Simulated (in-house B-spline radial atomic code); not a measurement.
# Zr⁺: excited configurations

Wanted: excitation energies of Zr⁺ as differences of total energies (ΔSCF).

Method: Dirac-Hartree-Fock, average of configuration, Fermi nucleus, basis-set limit. Code: in-house B-spline radial atomic code version 1.

### 1 The atom as given

```
element       : zirconium (Z = 40)
charge        : +1
electrons     : 39
configuration : [Kr] 4d2 5s1
Hamiltonian   : Dirac-Coulomb
nucleus       : Fermi, rms radius 4.269 fm
```

The outer shells:

[Kr] 4d2 5s1
```
[Kr] core
4d [↑ ][↑ ][  ][  ][  ]
5s [↑ ]
```

The boxes only draw the lowest term's filling; these runs average over all states of the configuration.

The run's settings:

```ini
Z = 40
electrons = 39.0
configuration = [Kr] 4d2 5s1
hamiltonian = dirac
method = hf
spin_polarised = False
nucleus = fermi
rms_radius = 4.2694
mass_number = 90
atomic_mass = 89.904698755
speed_of_light = 137.035999084
```

The reference is known from an earlier run: -3596.878145 hartree in all. Up to eight levels, counted from the top:

```csv
orbital,occupation,energy (eV),<r> (bohr)
3d3/2,4,-209.38,0.4491
3d5/2,6,-206.79,0.4525
4s1/2,2,-74.831,1.221
4p1/2,2,-48.641,1.354
4p3/2,4,-46.744,1.382
4d3/2,0.8,-14.501,2.085
4d5/2,1.2,-14.391,2.102
5s1/2,1,-12.033,3.589
```

### 2 Configuration [Ar] 3d10 4s2 4p5 4d2 7f2

The run's settings:

```ini
Z = 40
electrons = 39.0
configuration = [Ar] 3d10 4s2 4p5 4d2 7f2
hamiltonian = dirac
method = hf
spin_polarised = False
nucleus = fermi
rms_radius = 4.2694
mass_number = 90
atomic_mass = 89.904698755
speed_of_light = 137.035999084
```

### 3 [Ar] 3d9 4s2 4p5 4d2 5s1 6s1 7f1

Changes to the settings of step 2:

```diff
@@ -2,3 +2,3 @@
 electrons = 39.0
-configuration = [Ar] 3d10 4s2 4p5 4d2 7f2
+configuration = [Ar] 3d9 4s2 4p5 4d2 5s1 6s1 7f1
 hamiltonian = dirac
```

### 4 Configuration [Ar] 3d9 4s2 4p5 4d3 5s1 7d1

Changes to the settings of step 3:

```diff
@@ -2,3 +2,3 @@
 electrons = 39.0
-configuration = [Ar] 3d9 4s2 4p5 4d2 5s1 6s1 7f1
+configuration = [Ar] 3d9 4s2 4p5 4d3 5s1 7d1
 hamiltonian = dirac
```

### 5 Configuration [Ar] 3d10 4s2 4p5 4d2 5p1 7p1

Changes to the settings of step 4:

```diff
@@ -2,3 +2,3 @@
 electrons = 39.0
-configuration = [Ar] 3d9 4s2 4p5 4d3 5s1 7d1
+configuration = [Ar] 3d10 4s2 4p5 4d2 5p1 7p1
 hamiltonian = dirac
```

Before running: How far above the reference does each configuration lie (order and size, in eV)?

**Answer**, as computed:

| net move | configuration | energy above the reference (eV) | with Breit, QED, recoil (eV) | largest <r> (bohr) |
| --- | --- | --- | --- | --- |
| 4p, 5s → 5p, 7p | [Ar] 3d10 4s2 4p5 4d2 5p1 7p1 | 47.051 | 47.017 | 14.7 |
| 4p, 5s → 2×7f | [Ar] 3d10 4s2 4p5 4d2 7f2 | 61.359 | 61.319 | 24.0 |
| 3d, 4p → 4d, 7d | [Ar] 3d9 4s2 4p5 4d3 5s1 7d1 | 229.28 | 229.23 | 19.6 |
| 3d, 4p → 6s, 7f | [Ar] 3d9 4s2 4p5 4d2 5s1 6s1 7f1 | 247.09 | 247.06 | 29.9 |

**Reading.** The energies run from 47.051 eV (4p, 5s → 5p, 7p) to 247.09 eV (3d, 4p → 6s, 7f). Koopmans' estimate of the ionisation threshold is 12.033 eV; 4 configurations exceed it and could autoionise. Two partly filled shells share a symmetry and can mix in the average, which may lower the energy, for: 4p, 5s → 5p, 7p; 3d, 4p → 4d, 7d; 3d, 4p → 6s, 7f. These are averages over configurations, without correlation, not spectroscopic levels.
